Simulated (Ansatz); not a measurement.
# GaCN (singlet): wave-function methods side by side, cc-pVDZ

The task here is to estimate one member of a computed series from the others.

The runs use Ansatz 0.2.0, Gaussian basis; cc-pVDZ, core rule «outside noble gas», up to 16 orbitals frozen.

Plan: UHF; CCSD(T) on RHF; BCCD(T) on RHF; CISD; CCSDT(Q) on RHF; CCSDTQ on RHF; CASSCF and MRCISD+Q, 12 electrons in 12 orbitals; CASSCF and NEVPT2, 12 electrons in 12 orbitals.

8 further runs of the same task are left out: 5 for a known fault of the program, 3 set aside as unsound or not needed.

**The system**

The geometry is a PBE0/def2-TZVP stationary point (not a proven minimum). No spin-orbit coupling is included. The filled d shell of Ga may be among the frozen orbitals whatever the setting's name suggests; the logs give the count.

3 atoms, charge 0, spin multiplicity 1.

Atoms are counted from 1 here; the program's logs count them from 0.

Bond lengths: Ga1–C2 2.079 Å, C2–N3 1.157 Å. Angles: Ga1–C2–N3 180.0°.

Coordinates:

```xyz
3
charge 0, multiplicity 1
Ga    0.00000    0.00000    1.77173
C     0.00000    0.00000   -0.30717
N     0.00000    0.00000   -1.46457
```

The first run:

File in.yaml:

```yaml
crystal:
  periodic: [false, false, false]
  atoms:
    - {symbol: Ga, position_ang: [0.000000, 0.000000, 1.771733]}
    - {symbol: C, position_ang: [0.000000, 0.000000, -0.307167]}
    - {symbol: N, position_ang: [0.000000, 0.000000, -1.464567]}
basis:
  gaussian: {orbitals: cc-pVDZ}
magnetization: {spin_polarized: true, initial_magnetization: 0}
hamiltonian: {xc: hf}
output: {orbitals: {seedname: orbitals}}
```

Command:

```console
> ansatz run in.yaml --threads 1 --pin off --events-out ev --progress --plain --max-ram 3968MiB --backend cpu
```

Among the steps run: UHF; CCSD(T) on RHF; BCCD(T) on RHF; CISD; CCSDT(Q) on RHF; CCSDTQ on RHF; CASSCF and MRCISD+Q, 12 electrons in 12 orbitals; CASSCF and NEVPT2, 12 electrons in 12 orbitals.

One of the session's tables, all rows but one given; the rest of the session is left out.

```
          method  from RCCSDTQ (kJ/mol)
             RHF                 +911.9
            RMP2                  +85.3
           RCCSD                  +41.5
        RCCSD(T)                   +4.6
         BCCD(T)                   +4.5
          RCCSDT                   +3.9
       RCCSDT(Q)                   -0.6
         RCCSDTQ                      0
  CASSCF valence                      ?
  NEVPT2 valence                  +89.3
  MRCISD valence                  +27.7
MRCISD+Q valence                   +2.7
```

Estimate the missing values for CASSCF valence.

As computed: from RCCSDTQ (kJ/mol): +454.1. In the column «from RCCSDTQ (kJ/mol)» it lies between NEVPT2 valence (+89.3) and RHF (+911.9).

Not comparable, so not listed: CISD (they don't share determinant, frozen orbitals or solution with the rows shown, or repeat one).
